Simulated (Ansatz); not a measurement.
# CH3CdCl (SMILES [CH3][Cd][Cl]): a relaxed scan of the bond length C1–H5

An exercise on one series of results from a longer session: the logs are not shown, and one member is left open.

Method: single points in def2-TZVPP; program: Ansatz 0.2.0, Gaussian basis.

Levels: PBE-D4, r2SCAN-D4, PBE0-D4, B3LYP-D4, wB97M-V, Hartree-Fock, MP2, CCSD, CCSD(T). The scan takes 0.959, 0.997, 1.053, 1.117, 1.189, 1.267, 1.349, 1.435, 1.526 Å.

Cores are frozen in the correlated methods. Filled d shells of the heavier atoms are correlated. Core potentials replace the inner electrons past krypton, and spin-orbit coupling is left out. B3LYP uses VWN-RPA correlation.

19 further runs of the same task are left out: 19 set aside as unsound or not needed.

### The starting structure

The minimum, relaxed at PBE0-D4: 6 atoms, charge 0, spin multiplicity 1.

Atoms are counted from 1 here; the program's logs count them from 0.

Bond lengths: C1–Cd2 2.094 Å, C1–H4 1.090 Å, C1–H5 1.090 Å, C1–H6 1.090 Å, Cd2–Cl3 2.292 Å. Angles: Cd2–C1–H4 109.6°, Cd2–C1–H5 109.6°, Cd2–C1–H6 109.6°, H4–C1–H5 109.3°, H4–C1–H6 109.3°, H5–C1–H6 109.3°, C1–Cd2–Cl3 180.0°.

As a file:

```xyz
6
CH3CdCl
C    -0.37495    0.77247   -0.22095
Cd    0.51655   -1.05558    0.27686
Cl    1.49269   -3.05687    0.82176
H    -1.18853    0.60288   -0.92595
H    -0.76983    1.24406    0.67871
H     0.36608    1.42894   -0.67662
```

Energies of the minimum (eV), from earlier single points: PBE-D4 -18169.41224, r2SCAN-D4 -18176.02533, PBE0-D4 -18170.34716, B3LYP-D4 -18178.19591, wB97M-V -18172.85409, CCSD(T) -18154.70608.

At the minimum the bond length C1–H5 is 1.090 Å.

The first run:

File relax/in.yaml:

```yaml
crystal:
  periodic: [false, false, false]
  atoms:
    - {symbol: C, position_ang: [-0.374954, 0.772473, -0.220949]}
    - {symbol: Cd, position_ang: [0.516547, -1.055585, 0.276858]}
    - {symbol: Cl, position_ang: [1.492688, -3.056871, 0.821755]}
    - {symbol: H, position_ang: [-1.188535, 0.602878, -0.925955]}
    - {symbol: H, position_ang: [-0.722426, 1.187455, 0.570716]}
    - {symbol: H, position_ang: [0.366080, 1.428941, -0.676618]}
basis:
  gaussian: {orbitals: def2-TZVP}
hamiltonian: {xc: pbe0, dispersion: d4}
relax: {f_tol: 0.005, max_steps: 200, constraints: [{distance: [0, 4]}]}
```

No record of the launch command was kept for these runs.

Steps of the session up to this table: C1–H5 = 0.959 Å; C1–H5 = 0.997 Å; C1–H5 = 1.053 Å; C1–H5 = 1.117 Å; C1–H5 = 1.189 Å; C1–H5 = 1.267 Å; C1–H5 = 1.349 Å; C1–H5 = 1.435 Å; C1–H5 = 1.526 Å.

One table of the session follows, with a row left open; its other results are not shown here.

Energies less that of the minimum at the same level (kcal/mol):

```
bond length (Å)  PBE-D4  PBE0-D4  B3LYP-D4  wB97M-V  Hartree-Fock
          0.959     9.1      8.5       8.2      8.2           7.8
          0.997     4.3      3.9       3.7      3.8           3.4
          1.053     0.7      0.5       0.5      0.5           0.3
1.090 (minimum)     0.0      0.0       0.0      0.0           0.0
          1.117     0.1      0.3       0.3      0.3           0.4
          1.189       ?        ?         ?        ?             ?
          1.267     7.8      8.8       8.7      8.9           9.9
          1.349    14.7     16.2      16.0     16.4          18.0
          1.435    22.8     24.8      24.3     25.1          27.4
          1.526    31.7     34.4      33.5     34.7          37.6
```

**Question.** Estimate the row for bond length (Å) = 1.189.

Worked estimate for «PBE-D4». A straight line through the neighbours (1.117, 0.1) and (1.267, 7.8) gives 0.1 + (7.8 − 0.1) × (1.189 − 1.117) / (1.267 − 1.117) = 3.8; a parabola fitted to 4 rows on both sides gives 2.7.

As computed: PBE-D4: 2.7; PBE0-D4: 3.2; B3LYP-D4: 3.2; wB97M-V: 3.3; Hartree-Fock: 3.8. In «PBE-D4» the line misses by +1.1 and the parabola by 0.0.

Limits of these values: A polynomial through the near points puts the CCSD(T) minimum 0.001 Å below the PBE0-D4 value.
